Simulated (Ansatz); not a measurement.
# AlN: a point defect seen from the nuclei (O on an N site), part 2 of 3

Aim: the field gradients at and around a point defect: O on an N site in AlN, cell charge +1. The cell is a supercell built from a structure deposited in the COD (the entry's cell lengths or inner coordinates differ somewhat from later room-temperature determinations). Planned: a single point, then a relaxation, then a check of n_extra_bands with xc_grid.

Ansatz 0.2.0; DFT, PBE, plane-wave PAW, default files, scalar-relativistic, as far as a step names no other.

**3. Ions relaxed**

The COD entry's cell or inner coordinates are ideal or old and differ from later refinements, so a difference from it is no clean test against experiment.

input.yaml, as its differences from that of step 2:

```diff
@@ -69 +69,4 @@
     contact_densities: true
+relax:
+  f_tol: 0.03
+  max_steps: 40
```

Run with:

```console
> ansatz run input.yaml --threads 1 --pin off --max-ram 3072MiB --backend cpu --events-out ev --progress --plain --runs-dir out
```

The log of the run:

```text
Warning: output.stress: scf.convergence.dr2_threshold = 1e-7 eV (the SCF's general default) is looser than the 4.8e-9 eV advised for a printed stress (1e-10 eV for each atom of the cell: 48). What an SCF threshold leaves in a stress goes as its square root, and in the free energy as the threshold itself, and one threshold admits the most on a small cell: of the crystals measured, under no hybrid functional and no lock of the moments, on runs that ended without the residual-converged pass, on stresses that held no estimate of that error, the worst erred by over 100 MPa in a component at 1e-7 eV an atom and by under 5 at 1e-10. Every solve of this run answers to scf.convergence.dr2_threshold, and the tensor of one is reported: a single SCF on the reported geometry and on this run's grids (its basis.xc_grid and basis.ecutrho_ratio typed), with scf.convergence.dr2_threshold at 4.8e-9 eV or tighter, prints it and tightens no other solve. Else set scf.convergence.dr2_threshold to 4.8e-9 eV or tighter. The threshold is an SCF's pass mark: one that does not reach it within its budget of iterations ends unconverged, or closes short of it on a stop that the run arms, and scf.convergence.dr2_threshold's page says what that costs each kind of run
Warning: RAYON_NUM_THREADS=1 ignored (pool sized by the plan → 1); use --threads N
[... 10 set-up lines as earlier in the session ...]
Crystal: 48 atoms, lattice volume = 501.634 Å³
Basis set: ecut = 420 eV, 9817 PW (Γ), exchange–correlation on 128×90×144 points (8 copies of the dense FFT grid, shifted against one another)
Bands: 144, of which v1, the nominal top of the filled ones, is band 96 counted from 1 (95 counted from 0)
[... 2 set-up lines as earlier in the session ...]
k-points: 14 of 24 (time reversal used)
[... 10 set-up lines as earlier in the session ...]
SCF iter   1: F=—  HF=-22374.118466 eV  |F-HF|=—  |Δ(HF+E_count)|=         —  Δρ=6.84e-3  dr2=2.59e-1  ethr=1.77e-3  ⟨swp⟩=6.0  Hψ=9065  notcnv=0  defer=260
preconditioner: auto → Resta (q_TF=auto, 2.325 Å⁻¹)  ε∞=4.0  [insulator: Δε(μ)=3.731 eV  Ē_g=13.232 eV  σ=0.010 eV  W_gap=1.00  n_scr=96 (ndim 8)  ℏωp=23.0 eV  f_vac=0.000  D(μ)=0.00/eV (n_scr^D=0)  ε∞_Penn≈4.0]
SCF iter   2: F=—  HF=-22374.046230 eV  |F-HF|=—  |Δ(HF+E_count)|=   7.22e-2  Δρ=1.04e-3  dr2=8.51e-3  ethr=1.35e-4  ⟨swp⟩=2.0  Hψ=3751  notcnv=0  defer=589
SCF iter   3: F=—  HF=-22374.043294 eV  |F-HF|=—  |Δ(HF+E_count)|=   2.94e-3  Δρ=5.59e-4  dr2=2.48e-3  ethr=4.43e-6  ⟨swp⟩=2.6  Hψ=2580  notcnv=0  defer=589
SCF iter   4: F=—  HF=-22374.043476 eV  |F-HF|=—  |Δ(HF+E_count)|=   1.82e-4  Δρ=2.49e-4  dr2=2.78e-4  ethr=1.29e-6  ⟨swp⟩=2.0  Hψ=2854  notcnv=0  defer=589
SCF iter   5: F=—  HF=-22374.043444 eV  |F-HF|=—  |Δ(HF+E_count)|=   3.27e-5  Δρ=8.04e-5  dr2=2.89e-5  ethr=1.45e-7  ⟨swp⟩=2.0  Hψ=2855  notcnv=0  defer=589
SCF iter   6: F=-22374.043449 eV  HF=-22374.043449 eV  |F-HF|=4.56e-7  |Δ(HF+E_count)|=   4.97e-6  Δρ=1.51e-5  dr2=1.18e-6  ethr=1.17e-8  ⟨swp⟩=4.0  Hψ=4802  notcnv=0
SCF 1 converged in 6 iterations: F = -22374.043449 eV  dr2 = 1.18e-6
relax step   1: F+E_penalty+E_count = -22374.04344905 eV  Δ(F+E_penalty+E_count) = +0.000e0 eV  max|allowed force component| = 2.172e0 eV/Å  Δτ_max = 0.0000 Å  (6 SCF iters, dr2 threshold 2.25e-5 eV, accepted)
Initial density: handed on by an earlier stage of this run
Initial wavefunctions: those handed on with the density
iter 1 solved again at ethr=2.50e-5 eV; its pass at ethr=3.10e-3 eV (dr2=4.80e-2 eV) is discarded
SCF iter   1: F=—  HF=-22374.359912 eV  |F-HF|=—  |Δ(HF+E_count)|=         —  Δρ=2.45e-3  dr2=4.82e-2  ethr=2.50e-5  ⟨swp⟩=2.0  Hψ=6208  notcnv=0  defer=588
preconditioner: auto → Resta (q_TF=auto, 2.325 Å⁻¹)  ε∞=4.0  [insulator: Δε(μ)=3.793 eV  Ē_g=13.197 eV  σ=0.010 eV  W_gap=1.00  n_scr=96 (ndim 8)  ℏωp=23.0 eV  f_vac=0.000  D(μ)=0.00/eV (n_scr^D=0)  ε∞_Penn≈4.0]
SCF iter   2: F=—  HF=-22374.346588 eV  |F-HF|=—  |Δ(HF+E_count)|=   1.33e-2  Δρ=1.22e-3  dr2=1.20e-2  ethr=2.50e-5  ⟨swp⟩=3.4  Hψ=2569  notcnv=0  defer=588
SCF iter   3: F=—  HF=-22374.343676 eV  |F-HF|=—  |Δ(HF+E_count)|=   2.91e-3  Δρ=5.77e-4  dr2=1.53e-3  ethr=6.26e-6  ⟨swp⟩=2.2  Hψ=2725  notcnv=0  defer=588
SCF iter   4: F=—  HF=-22374.343356 eV  |F-HF|=—  |Δ(HF+E_count)|=   3.20e-4  Δρ=1.41e-4  dr2=1.43e-4  ethr=7.99e-7  ⟨swp⟩=2.0  Hψ=2858  notcnv=0  defer=588
SCF iter   5: F=-22374.343331 eV  HF=-22374.343342 eV  |F-HF|=1.08e-5  |Δ(HF+E_count)|=   1.46e-5  Δρ=6.71e-5  dr2=1.81e-5  ethr=5.21e-8  ⟨swp⟩=2.0  Hψ=5629  notcnv=0
SCF 2 converged in 5 iterations: F = -22374.343331 eV  dr2 = 1.81e-5
relax step   2: F+E_penalty+E_count = -22374.34333069 eV  Δ(F+E_penalty+E_count) = -2.999e-1 eV  max|allowed force component| = 9.819e-1 eV/Å  Δτ_max = 0.0413 Å  (5 SCF iters, dr2 threshold 1.00e-4 eV, accepted)
SCF iter   1: F=—  HF=-22374.431137 eV  |F-HF|=—  |Δ(HF+E_count)|=         —  Δρ=1.94e-3  dr2=3.17e-2  ethr=1.04e-4  ⟨swp⟩=4.1  Hψ=4273  notcnv=0  defer=589
preconditioner: auto → Resta (q_TF=auto, 2.325 Å⁻¹)  ε∞=4.0  [insulator: Δε(μ)=3.901 eV  Ē_g=13.205 eV  σ=0.010 eV  W_gap=1.00  n_scr=96 (ndim 8)  ℏωp=23.0 eV  f_vac=0.000  D(μ)=0.00/eV (n_scr^D=0)  ε∞_Penn≈4.0]
SCF iter   2: F=—  HF=-22374.420937 eV  |F-HF|=—  |Δ(HF+E_count)|=   1.02e-2  Δρ=8.91e-4  dr2=6.81e-3  ethr=1.65e-5  ⟨swp⟩=2.0  Hψ=2407  notcnv=0  defer=589
SCF iter   3: F=—  HF=-22374.419402 eV  |F-HF|=—  |Δ(HF+E_count)|=   1.54e-3  Δρ=4.17e-4  dr2=7.59e-4  ethr=3.54e-6  ⟨swp⟩=3.5  Hψ=2593  notcnv=0  defer=589
SCF iter   4: F=—  HF=-22374.419273 eV  |F-HF|=—  |Δ(HF+E_count)|=   1.29e-4  Δρ=1.24e-4  dr2=1.16e-4  ethr=3.95e-7  ⟨swp⟩=2.0  Hψ=2989  notcnv=0  defer=589
SCF iter   5: F=-22374.419255 eV  HF=-22374.419262 eV  |F-HF|=7.48e-6  |Δ(HF+E_count)|=   1.04e-5  Δρ=5.47e-5  dr2=1.25e-5  ethr=3.14e-8  ⟨swp⟩=2.0  Hψ=5645  notcnv=0
SCF 3 converged in 5 iterations: F = -22374.419255 eV  dr2 = 1.25e-5
relax step   3: F+E_penalty+E_count = -22374.41925502 eV  Δ(F+E_penalty+E_count) = -7.592e-2 eV  max|allowed force component| = 1.103e-1 eV/Å  Δτ_max = 0.0421 Å  (5 SCF iters, dr2 threshold 6.03e-5 eV, accepted)
SCF iter   1: F=—  HF=-22374.425077 eV  |F-HF|=—  |Δ(HF+E_count)|=         —  Δρ=4.69e-4  dr2=1.03e-3  ethr=1.20e-5  ⟨swp⟩=3.0  Hψ=3943  notcnv=0  defer=590
preconditioner: auto → Resta (q_TF=auto, 2.325 Å⁻¹)  ε∞=4.0  [insulator: Δε(μ)=3.919 eV  Ē_g=13.206 eV  σ=0.010 eV  W_gap=1.00  n_scr=96 (ndim 8)  ℏωp=23.0 eV  f_vac=0.000  D(μ)=0.00/eV (n_scr^D=0)  ε∞_Penn≈4.0]
SCF iter   2: F=—  HF=-22374.424807 eV  |F-HF|=—  |Δ(HF+E_count)|=   2.70e-4  Δρ=2.32e-4  dr2=2.63e-4  ethr=5.37e-7  ⟨swp⟩=1.0  Hψ=2324  notcnv=0  defer=590
SCF iter   3: F=—  HF=-22374.424738 eV  |F-HF|=—  |Δ(HF+E_count)|=   6.95e-5  Δρ=9.49e-5  dr2=3.59e-5  ethr=1.37e-7  ⟨swp⟩=2.3  Hψ=2632  notcnv=0  defer=590
SCF iter   4: F=—  HF=-22374.422062 eV  |F-HF|=—  |Δ(HF+E_count)|=   2.68e-3  Δρ=2.45e-5  dr2=2.03e-6  ethr=1.87e-8  ⟨swp⟩=2.0  Hψ=2770  notcnv=0  defer=590
SCF iter   5: F=—  HF=-22374.422063 eV  |F-HF|=—  |Δ(HF+E_count)|=   3.56e-7  Δρ=7.56e-6  dr2=2.50e-7  ethr=1.06e-9  ⟨swp⟩=2.0  Hψ=2712  notcnv=0  defer=590
SCF iter   6: F=-22374.422063 eV  HF=-22374.422063 eV  |F-HF|=6.60e-9  |Δ(HF+E_count)|=   2.61e-8  Δρ=2.34e-6  dr2=2.35e-8  ethr=5.21e-11  ⟨swp⟩=4.0  Hψ=5225  notcnv=0
SCF 4 converged in 6 iterations: F = -22374.422063 eV  dr2 = 2.35e-8
relax step   4: F+E_penalty+E_count = -22374.42206262 eV  Δ(F+E_penalty+E_count) = -2.808e-3 eV  max|allowed force component| = 7.774e-2 eV/Å  Δτ_max = 0.0059 Å  (6 SCF iters, accepted)
SCF iter   1: F=—  HF=-22374.425221 eV  |F-HF|=—  |Δ(HF+E_count)|=         —  Δρ=1.74e-4  dr2=1.75e-4  ethr=9.12e-7  ⟨swp⟩=2.8  Hψ=3873  notcnv=0  defer=590
preconditioner: auto → Resta (q_TF=auto, 2.325 Å⁻¹)  ε∞=4.0  [insulator: Δε(μ)=3.923 eV  Ē_g=13.206 eV  σ=0.010 eV  W_gap=1.00  n_scr=96 (ndim 8)  ℏωp=23.0 eV  f_vac=0.000  D(μ)=0.00/eV (n_scr^D=0)  ε∞_Penn≈4.0]
SCF iter   2: F=—  HF=-22374.425176 eV  |F-HF|=—  |Δ(HF+E_count)|=   4.49e-5  Δρ=9.05e-5  dr2=4.65e-5  ethr=9.12e-8  ⟨swp⟩=2.0  Hψ=2366  notcnv=0  defer=590
SCF iter   3: F=—  HF=-22374.422501 eV  |F-HF|=—  |Δ(HF+E_count)|=   2.67e-3  Δρ=3.28e-5  dr2=4.58e-6  ethr=2.42e-8  ⟨swp⟩=2.0  Hψ=2764  notcnv=0  defer=590
SCF iter   4: F=—  HF=-22374.422500 eV  |F-HF|=—  |Δ(HF+E_count)|=   8.85e-7  Δρ=8.78e-6  dr2=3.01e-7  ethr=2.39e-9  ⟨swp⟩=2.0  Hψ=2731  notcnv=0  defer=590
SCF iter   5: F=-22374.422500 eV  HF=-22374.422500 eV  |F-HF|=1.18e-8  |Δ(HF+E_count)|=   2.56e-8  Δρ=2.16e-6  dr2=2.39e-8  ethr=5.21e-11  ⟨swp⟩=4.0  Hψ=4871  notcnv=0
SCF 5 converged in 5 iterations: F = -22374.422500 eV  dr2 = 2.39e-8
relax step   5: F+E_penalty+E_count = -22374.42250024 eV  Δ(F+E_penalty+E_count) = -4.376e-4 eV  max|allowed force component| = 7.463e-3 eV/Å  Δτ_max = 0.0052 Å  (5 SCF iters, accepted)
NSCF: frozen V_eff on 14 k-points
the band table was solved once a step of the walk had ended and its energy, with any forces and stress, was formed, with the checks that follow a solve (11634 applications of the Hamiltonian). They found nothing against the state; the energy, forces and stress were not computed again (output.eigenvalues in the input reference)
SCF converged after 5 iterations
Free energy (F): -22374.422500 eV
Harris-Foulkes:  -22374.422500 eV  (|F-HF|=1.18e-8)
Internal energy: -22374.422500 eV  (E = F + TS)
E sigma→0 (E₀):  -22374.422500 eV
Fermi energy:    9.078351 eV
--- Per-component energies (eV) ---
[... 15 lines left out ...]
--- Forces (eV/Å), atoms counted from 1 ---
  atom   1  Al    -0.00177939    -0.00034197    -0.00030836
  atom   2  Al     0.00139943     0.00066447     0.00143058
  atom   3  Al    -0.00124141    -0.00104799     0.00280688
  atom   4  Al     0.00175676     0.00119222    -0.00079575
  atom   5  Al     0.00337399     0.00103537     0.00253349
  atom   6  Al    -0.00104097    -0.00175645    -0.00042231
[... 42 lines left out ...]
  max |Σ_I F_I| component: 5.43e-4 eV/Å
--- Stress (GPa, compression-positive) ---
        5.291709      -0.032815      -0.002727
       -0.032815       5.318431      -0.001269
       -0.002727      -0.001271       5.198748
  P = ⅓ Tr σ = 5.2696 GPa (52.696 kbar)
--- PAW observables at the nuclei: V_zz in 10²¹ V/m², potentials from the cell's mean, atoms counted from 1 ---
  atom   1  Al V_zz =    +5.019853   η = 0.0115   by run symmetry: allowed   C_q = +17.7942 MHz
            electrostatic potential = -1230.793093 V   contact ρ = 10081.745770 e/Å³
  atom   2  Al V_zz =    -0.061591   η = 0.2348   by run symmetry: allowed   C_q = -0.2183 MHz
            electrostatic potential = -1231.347279 V   contact ρ = 10081.458627 e/Å³
  atom   3  Al V_zz =    +0.958089   η = 0.3299   by run symmetry: allowed   C_q = +3.3962 MHz
            electrostatic potential = -1231.340624 V   contact ρ = 10081.452406 e/Å³
  atom   4  Al V_zz =    -0.337527   η = 0.3084   by run symmetry: allowed   C_q = -1.1965 MHz
            electrostatic potential = -1231.304225 V   contact ρ = 10081.468984 e/Å³
  atom   5  Al V_zz =    +0.831228   η = 0.4043   by run symmetry: allowed   C_q = +2.9465 MHz
            electrostatic potential = -1231.402641 V   contact ρ = 10081.449309 e/Å³
  atom   6  Al V_zz =    -0.366337   η = 0.8145   by run symmetry: allowed   C_q = -1.2986 MHz
            electrostatic potential = -1231.373394 V   contact ρ = 10081.459432 e/Å³
  atom   7  Al V_zz =    +0.816859   η = 0.4314   by run symmetry: allowed   C_q = +2.8956 MHz
            electrostatic potential = -1231.410397 V   contact ρ = 10081.450750 e/Å³
  atom   8  Al V_zz =    -0.367873   η = 0.8525   by run symmetry: allowed   C_q = -1.3040 MHz
            electrostatic potential = -1231.389971 V   contact ρ = 10081.463364 e/Å³
  atom   9  Al V_zz =    +0.833002   η = 0.3158   by run symmetry: allowed   C_q = +2.9528 MHz
            electrostatic potential = -1231.402448 V   contact ρ = 10081.446823 e/Å³
  atom  10  Al V_zz =    -0.314260   η = 0.7473   by run symmetry: allowed   C_q = -1.1140 MHz
            electrostatic potential = -1231.385597 V   contact ρ = 10081.460846 e/Å³
  atom  11  Al V_zz =    +0.821221   η = 0.3325   by run symmetry: allowed   C_q = +2.9110 MHz
            electrostatic potential = -1231.409034 V   contact ρ = 10081.447149 e/Å³
  atom  12  Al V_zz =    -0.330451   η = 0.7417   by run symmetry: allowed   C_q = -1.1714 MHz
            electrostatic potential = -1231.410637 V   contact ρ = 10081.466198 e/Å³
  atom  13  Al V_zz =    +3.883929   η = 0.1501   by run symmetry: allowed   C_q = +13.7676 MHz
            electrostatic potential = -1230.562078 V   contact ρ = 10081.579453 e/Å³
  atom  14  Al V_zz =    +0.986439   η = 0.1859   by run symmetry: allowed   C_q = +3.4967 MHz
            electrostatic potential = -1231.387227 V   contact ρ = 10081.463398 e/Å³
  atom  15  Al V_zz =    +3.894145   η = 0.1596   by run symmetry: allowed   C_q = +13.8039 MHz
            electrostatic potential = -1230.576825 V   contact ρ = 10081.585985 e/Å³
  atom  16  Al V_zz =    +0.981688   η = 0.2024   by run symmetry: allowed   C_q = +3.4799 MHz
            electrostatic potential = -1231.393356 V   contact ρ = 10081.465040 e/Å³
  atom  17  Al V_zz =    -0.117791   η = 0.3210   by run symmetry: allowed   C_q = -0.4175 MHz
            electrostatic potential = -1231.172185 V   contact ρ = 10081.393509 e/Å³
  atom  18  Al V_zz =    +0.615251   η = 0.0783   by run symmetry: allowed   C_q = +2.1809 MHz
            electrostatic potential = -1231.483685 V   contact ρ = 10081.453824 e/Å³
  atom  19  Al V_zz =    +0.168827   η = 0.3635   by run symmetry: allowed   C_q = +0.5985 MHz
            electrostatic potential = -1231.272489 V   contact ρ = 10081.421196 e/Å³
  atom  20  Al V_zz =    +0.585854   η = 0.0689   by run symmetry: allowed   C_q = +2.0767 MHz
            electrostatic potential = -1231.488986 V   contact ρ = 10081.452145 e/Å³
  atom  21  Al V_zz =    +4.125244   η = 0.1467   by run symmetry: allowed   C_q = +14.6231 MHz
            electrostatic potential = -1230.681402 V   contact ρ = 10081.639293 e/Å³
  atom  22  Al V_zz =    +0.937286   η = 0.2636   by run symmetry: allowed   C_q = +3.3225 MHz
            electrostatic potential = -1231.417149 V   contact ρ = 10081.462126 e/Å³
  atom  23  Al V_zz =    -0.271627   η = 0.8327   by run symmetry: allowed   C_q = -0.9629 MHz
            electrostatic potential = -1231.306213 V   contact ρ = 10081.439414 e/Å³
  atom  24  Al V_zz =    +0.579809   η = 0.2637   by run symmetry: allowed   C_q = +2.0553 MHz
            electrostatic potential = -1231.469104 V   contact ρ = 10081.450037 e/Å³
  atom  25  O  V_zz =    -0.533392   η = 0.4765   by run symmetry: allowed   C_q = +0.3299 MHz
            electrostatic potential = -622.260156 V   contact ρ = 2155.449494 e/Å³
  atom  26  N  V_zz =    +0.243576   η = 0.1249   by run symmetry: allowed   C_q = +0.1204 MHz
            electrostatic potential = -516.716237 V   contact ρ = 1412.650902 e/Å³
  atom  27  N  V_zz =    +0.777159   η = 0.4961   by run symmetry: allowed   C_q = +0.3841 MHz
            electrostatic potential = -516.411839 V   contact ρ = 1412.656914 e/Å³
  atom  28  N  V_zz =    +0.175538   η = 0.1735   by run symmetry: allowed   C_q = +0.0868 MHz
            electrostatic potential = -516.759546 V   contact ρ = 1412.633291 e/Å³
  atom  29  N  V_zz =    +0.476496   η = 0.7856   by run symmetry: allowed   C_q = +0.2355 MHz
            electrostatic potential = -516.550029 V   contact ρ = 1412.659120 e/Å³
  atom  30  N  V_zz =    +0.117775   η = 0.5818   by run symmetry: allowed   C_q = +0.0582 MHz
            electrostatic potential = -516.811428 V   contact ρ = 1412.630697 e/Å³
  atom  31  N  V_zz =    +0.461042   η = 0.7860   by run symmetry: allowed   C_q = +0.2279 MHz
            electrostatic potential = -516.565453 V   contact ρ = 1412.664292 e/Å³
  atom  32  N  V_zz =    +0.117740   η = 0.4341   by run symmetry: allowed   C_q = +0.0582 MHz
            electrostatic potential = -516.817228 V   contact ρ = 1412.628590 e/Å³
  atom  33  N  V_zz =    +0.493183   η = 0.5597   by run symmetry: allowed   C_q = +0.2437 MHz
            electrostatic potential = -516.553729 V   contact ρ = 1412.644399 e/Å³
  atom  34  N  V_zz =    +0.079676   η = 0.3919   by run symmetry: allowed   C_q = +0.0394 MHz
            electrostatic potential = -516.813225 V   contact ρ = 1412.627598 e/Å³
  atom  35  N  V_zz =    +0.447135   η = 0.5534   by run symmetry: allowed   C_q = +0.2210 MHz
            electrostatic potential = -516.573193 V   contact ρ = 1412.638941 e/Å³
  atom  36  N  V_zz =    +0.060083   η = 0.6925   by run symmetry: allowed   C_q = +0.0297 MHz
            electrostatic potential = -516.820369 V   contact ρ = 1412.623960 e/Å³
  atom  37  N  V_zz =    +0.400854   η = 0.2942   by run symmetry: allowed   C_q = +0.1981 MHz
            electrostatic potential = -516.571489 V   contact ρ = 1412.678897 e/Å³
  atom  38  N  V_zz =    +0.408440   η = 0.1760   by run symmetry: allowed   C_q = +0.2019 MHz
            electrostatic potential = -516.592597 V   contact ρ = 1412.624238 e/Å³
  atom  39  N  V_zz =    +0.409203   η = 0.3439   by run symmetry: allowed   C_q = +0.2022 MHz
            electrostatic potential = -516.577457 V   contact ρ = 1412.674374 e/Å³
  atom  40  N  V_zz =    +0.404898   η = 0.1791   by run symmetry: allowed   C_q = +0.2001 MHz
            electrostatic potential = -516.596374 V   contact ρ = 1412.624059 e/Å³
  atom  41  N  V_zz =    +0.080009   η = 0.9029   by run symmetry: allowed   C_q = +0.0395 MHz
            electrostatic potential = -516.753333 V   contact ρ = 1412.659558 e/Å³
  atom  42  N  V_zz =    +0.043815   η = 0.6674   by run symmetry: allowed   C_q = +0.0217 MHz
            electrostatic potential = -516.777215 V   contact ρ = 1412.607913 e/Å³
  atom  43  N  V_zz =    +0.068294   η = 0.6661   by run symmetry: allowed   C_q = +0.0338 MHz
            electrostatic potential = -516.778503 V   contact ρ = 1412.636837 e/Å³
  atom  44  N  V_zz =    -0.050804   η = 0.9964   by run symmetry: allowed   C_q = -0.0251 MHz
            electrostatic potential = -516.792907 V   contact ρ = 1412.604708 e/Å³
  atom  45  N  V_zz =    +0.413904   η = 0.2061   by run symmetry: allowed   C_q = +0.2046 MHz
            electrostatic potential = -516.612841 V   contact ρ = 1412.665659 e/Å³
  atom  46  N  V_zz =    +0.384486   η = 0.1018   by run symmetry: allowed   C_q = +0.1900 MHz
            electrostatic potential = -516.632254 V   contact ρ = 1412.624914 e/Å³
  atom  47  N  V_zz =    +0.043438   η = 0.5631   by run symmetry: allowed   C_q = +0.0215 MHz
            electrostatic potential = -516.773931 V   contact ρ = 1412.621431 e/Å³
  atom  48  N  V_zz =    -0.031389   η = 0.6779   by run symmetry: allowed   C_q = -0.0155 MHz
            electrostatic potential = -516.782885 V   contact ρ = 1412.598658 e/Å³
--- Band table (eV; the first three rows and the last of 14) ---
[... 4 lines left out ...]
--- Relaxed structure (5 steps of the walk, 5 accepted, 0 SCFs on fresh bases) ---
  F+E_penalty+E_count = -22374.42250024 eV   max|allowed force component| = 7.463e-3 eV/Å
  atoms:
[... 48 lines left out ...]
--- Löwdin populations: 48 sites ---
  site symbol       q [e]
[... 48 lines left out ...]
  spilling = 0.007862 (of n_electrons = 192.000000)
```

Run time: 8.4 min. Hardware: 1 thread of Arm Neoverse V1, shared host; peak memory 1.4 GiB.

The steps of the relaxation:

```csv
step,energy change (eV),largest force component (eV/Å)
1,0.0000,2.172
2,-0.2999,0.982
3,-0.3758,0.110
4,-0.3786,0.078
5,-0.3791,0.007
```

Largest displacement: 0.094 Å (atom 1, Al); mean 0.016 Å.

State: gap on the mesh 3.92 eV, largest force 0.008 eV/Å, pressure 5.3 GPa.

Against step 2 (V_zz in 10²¹ V/m²; 10 of 48 rows, with the four largest changes of size):

```
site  atoms  V_zz, PBE  V_zz, PBE relaxed  η, PBE  η, PBE relaxed
   O     25      -0.47              -0.53    0.76            0.48
 Al1      1       3.61               5.02    0.01            0.01
Al21     21       3.24               4.13    0.06            0.15
Al15     15       3.13               3.89    0.12            0.16
Al13     13       3.12               3.88    0.11            0.15
 N45     45       0.93               0.41    0.01            0.21
 N46     46       0.92               0.38    0.08            0.10
 N39     39       0.94               0.41    0.16            0.34
 N40     40       0.92               0.40    0.16            0.18
 N27     27       1.56               0.78    0.13            0.50
```

The printed gradients, by site: 11 of 48, those nearest the defect, the farthest of each element and the two largest gradients.

```csv
site,atoms,distance from the defect (Å),V_zz (10²¹ V/m²),η,C_Q (MHz)
O,25,0.00,-0.53,0.48,0.330 (¹⁷O)
Al15,15,1.95,3.89,0.16,13.8 (²⁷Al)
Al13,13,1.95,3.88,0.15,13.8 (²⁷Al)
Al21,21,1.96,4.13,0.15,14.6 (²⁷Al)
Al1,1,1.98,5.02,0.01,17.8 (²⁷Al)
N40,40,3.04,0.40,0.18,0.200 (¹⁴N)
N38,38,3.04,0.41,0.18,0.202 (¹⁴N)
N46,46,3.04,0.38,0.10,0.190 (¹⁴N)
N39,39,3.06,0.41,0.34,0.202 (¹⁴N)
N30,30,5.86,0.12,0.58,0.058 (¹⁴N)
Al18,18,6.47,0.62,0.08,2.18 (²⁷Al)
```

Direction of the V_zz axis (Cartesian unit vector):

| site | atom | x | y | z |
| --- | --- | --- | --- | --- |
| Al1 | 1 | 0.00 | 0.00 | 1.00 |
| Al2 | 2 | 0.75 | 0.42 | 0.51 |
| Al3 | 3 | -0.10 | -0.06 | 0.99 |
| Al4 | 4 | 0.82 | 0.47 | 0.34 |
| Al5 | 5 | 0.16 | 0.09 | 0.98 |
| Al6 | 6 | -0.49 | 0.87 | -0.04 |
| Al7 | 7 | 0.17 | 0.10 | 0.98 |
| Al8 | 8 | -0.51 | 0.86 | 0.04 |
| Al9 | 9 | -0.13 | 0.07 | 0.99 |
| Al10 | 10 | 0.52 | 0.85 | -0.04 |

The sizes of the gradients above 0.15 moved by 56 % in the median, over a factor of two at the site that moves most (small gradients counted from 0.15; Al4, -0.14 to -0.34), with a change of sign at Al23.

(Part 2 of 3 ends here.)
